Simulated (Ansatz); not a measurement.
# CHGa₂ (quartet): the correlation ladder at a displaced geometry (v2), cc-pVDZ

Aim: climb from Hartree-Fock through coupled cluster for CHGa₂ (quartet) at one geometry and basis, and see what each rung misses.

Program: Ansatz 0.2.0, Gaussian basis. Level of theory: cc-pVDZ, core rule «outside noble gas», up to 29 orbitals frozen. These are calculated values, not measurements.

Plan: UHF; CCSD(T) on ROHF; CCSD(T) on UHF; BCCD(T) on ROHF; CISD as a restricted active space (open shells left free, so some higher excitations enter); CCSDT(Q) on ROHF; CCSDT(Q) on UHF.

33 further runs of the same task are left out: 4 for a known fault of the program, 12 that didn't finish, 17 set aside as unsound or not needed. Runs told in other sessions of the task aren't counted.

### Step 1. The system

The geometry is a PBE0/def2-TZVP stationary point (not a proven minimum) with its atoms shifted at random (size 0.100 Å). No spin-orbit coupling is included. The filled d shell of Ga may be among the frozen orbitals whatever the setting's name suggests.

4 atoms, charge 0, spin multiplicity 4.

Atoms are counted from 1 here; the program's logs count them from 0.

Bond lengths: Ga1–C2 2.016 Å, C2–Ga3 2.010 Å, Ga3–H4 1.560 Å. Angles: Ga1–C2–Ga3 172.5°, C2–Ga3–H4 114.9°.

### Step 2. UHF

Input file in.yaml:

```yaml
crystal:
  periodic: [false, false, false]
  atoms:
    - {symbol: Ga, position_ang: [0.064530, -0.287867, 2.671447]}
    - {symbol: C, position_ang: [-0.100230, -0.382038, 0.664758]}
    - {symbol: Ga, position_ang: [-0.023725, -0.373110, -1.343908]}
    - {symbol: H, position_ang: [0.059425, 1.043015, -1.992296]}
basis:
  gaussian: {orbitals: cc-pVDZ}
magnetization: {spin_polarized: true, initial_magnetization: 3}
hamiltonian: {xc: hf}
output: {orbitals: {seedname: orbitals}}
```

Launch:

```bash
$ ansatz run in.yaml --threads 1 --pin off --events-out ev --progress --plain --max-ram 2393MiB
```

Further steps of the session: CCSD(T) on ROHF; CCSD(T) on UHF; BCCD(T) on ROHF; CISD as a restricted active space (open shells left free, so some higher excitations enter); CCSDT(Q) on ROHF; CCSDT(Q) on UHF.

**Question.** What will the summary of the whole plan be? Wanted: UCCSDT(Q) from the RHF energy; RMP2 from UCCSDT(Q); UMP2 from UCCSDT(Q); RCCSD from UCCSDT(Q); RCCSD(T) from UCCSDT(Q); UCCSD(T) from UCCSDT(Q); RCCSDT(Q) from UCCSDT(Q); T1 diagnostic.

As calculated:

```
                         quantity                      value
    UCCSDT(Q) from the ROHF energy                 -6.0602 eV
              RMP2 from UCCSDT(Q)            +30.65 kcal/mol
              UMP2 from UCCSDT(Q)            +30.82 kcal/mol
             RCCSD from UCCSDT(Q)             +5.81 kcal/mol
          RCCSD(T) from UCCSDT(Q)             +1.50 kcal/mol
          UCCSD(T) from UCCSDT(Q)             +1.36 kcal/mol
         RCCSDT(Q) from UCCSDT(Q)             +0.19 kcal/mol
levels within 1 kcal/mol (43 meV)  RCCSDT, UCCSDT, RCCSDT(Q)
                    T1 diagnostic                      0.031
```

RCCSD(T) misses by +1.50 kcal/mol, 1.1 % of the correlation energy. These misses are within one basis, not against nature; the frozen cores of restricted and unrestricted runs differ, which can shift their rows.
